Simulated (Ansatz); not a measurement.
# H8N2Si2Sn: a ladder of functionals and wavefunction methods

One table from this session's results is given with a row withheld; the runs are named, their logs left out.

Method: functionals in def2-TZVPP, the program's frozen cores in correlated methods; program: Ansatz 0.2.0, Gaussian basis.

The runs, in order: PBE-D4, r2SCAN-D4, PBE0-D4, B3LYP-D4, ωB97X-V, ωB97M-V, B2PLYP; CCSD(T)/def2-TZVPP; MP2/def2-QZVPP; extrapolation to the limit.

### Structure used throughout

An earlier PBE0-D4 in a triple-zeta def2 set relaxation fixed the geometry. Sn takes the def2 core potential; no spin-orbit term is included.

SMILES `[NH2][Sn][N]([SiH3])[SiH3]`, 13 atoms, charge 0, spin multiplicity 1.

Atoms are counted from 1 here; the program's logs count them from 0.

Bond lengths: N1–Sn2 2.015 Å, N1–H6 1.009 Å, N1–H7 1.008 Å, Sn2–N3 2.082 Å, N3–Si4 1.726 Å, N3–Si5 1.726 Å, Si4–H8 1.491 Å, Si4–H9 1.490 Å, Si4–H10 1.489 Å, Si5–H11 1.490 Å, Si5–H12 1.490 Å, Si5–H13 1.492 Å. Angles: Sn2–N1–H6 128.0°, Sn2–N1–H7 121.1°, H6–N1–H7 110.8°, N1–Sn2–N3 95.6°, Sn2–N3–Si4 123.6°, Sn2–N3–Si5 117.4°, Si4–N3–Si5 118.9°, N3–Si4–H8 111.7°, N3–Si4–H9 109.5°, N3–Si4–H10 112.2°, H8–Si4–H9 108.0°, H8–Si4–H10 107.0°, H9–Si4–H10 108.3°, N3–Si5–H11 112.4°, N3–Si5–H12 112.4°, N3–Si5–H13 107.8°, H11–Si5–H12 107.4°, H11–Si5–H13 108.4° and more.

The first run:

File in.yaml:

```yaml
crystal:
  periodic: [false, false, false]
  atoms:
    - {symbol: N, position_ang: [-0.480205, 0.007238, -2.648910]}
    - {symbol: Sn, position_ang: [-1.571707, 0.797260, -1.150860]}
    - {symbol: N, position_ang: [-0.287911, 0.196544, 0.373884]}
    - {symbol: Si, position_ang: [1.243575, -0.548725, 0.096254]}
    - {symbol: Si, position_ang: [-0.779809, 0.513442, 1.997716]}
    - {symbol: H, position_ang: [0.338384, -0.578796, -2.578510]}
    - {symbol: H, position_ang: [-0.765273, 0.108964, -3.610866]}
    - {symbol: H, position_ang: [1.118950, -1.762571, -0.761240]}
    - {symbol: H, position_ang: [1.838099, -0.964027, 1.398083]}
    - {symbol: H, position_ang: [2.199789, 0.368232, -0.584411]}
    - {symbol: H, position_ang: [0.187797, 1.381322, 2.726020]}
    - {symbol: H, position_ang: [-0.946197, -0.733986, 2.794683]}
    - {symbol: H, position_ang: [-2.095503, 1.215122, 1.948157]}
basis:
  gaussian: {orbitals: def2-TZVPP}
hamiltonian: {xc: pbe, dispersion: d4}
output: {forces: true, orbitals: {seedname: orbitals}}
```

Launch:

```sh
> ansatz run in.yaml --threads 2 --pin off --events-out ev --progress --plain --max-ram 32768MiB --backend cuda --devices 0, --max-vram 18GiB
```

Among the steps run: PBE-D4 (GGA); r2SCAN-D4 (meta-GGA); PBE0-D4 (hybrid); B3LYP-D4 (hybrid); ωB97X-V (range-separated); ωB97M-V (range-separated); B2PLYP (double hybrid); CCSD(T) in def2-TZVPP; MP2 in def2-QZVPP.

One table of the session follows, with a row left open; its other results are not shown here.

| method | atomisation energy (eV) |
| --- | --- |
| PBE-D4 | 42.237 |
| r2SCAN-D4 | 41.850 |
| PBE0-D4 | 41.561 |
| B3LYP-D4 | 42.345 |
| ωB97X-V | 42.532 |
| ωB97M-V | 42.223 |
| B2PLYP | ? |
| HF/def2-TZVPP | 29.253 |
| MP2/def2-TZVPP | 41.008 |
| CCSD/def2-TZVPP | 40.257 |
| CCSD(T)/def2-TZVPP | 40.907 |
| MP2/CBS | 42.504 |
| CCSD(T)/CBS | 42.403 |

**Question.** Estimate the row for B2PLYP.

The run gave: atomisation energy (eV): 41.590. In the column «atomisation energy (eV)» it lies between PBE0-D4 (41.561) and r2SCAN-D4 (41.850).
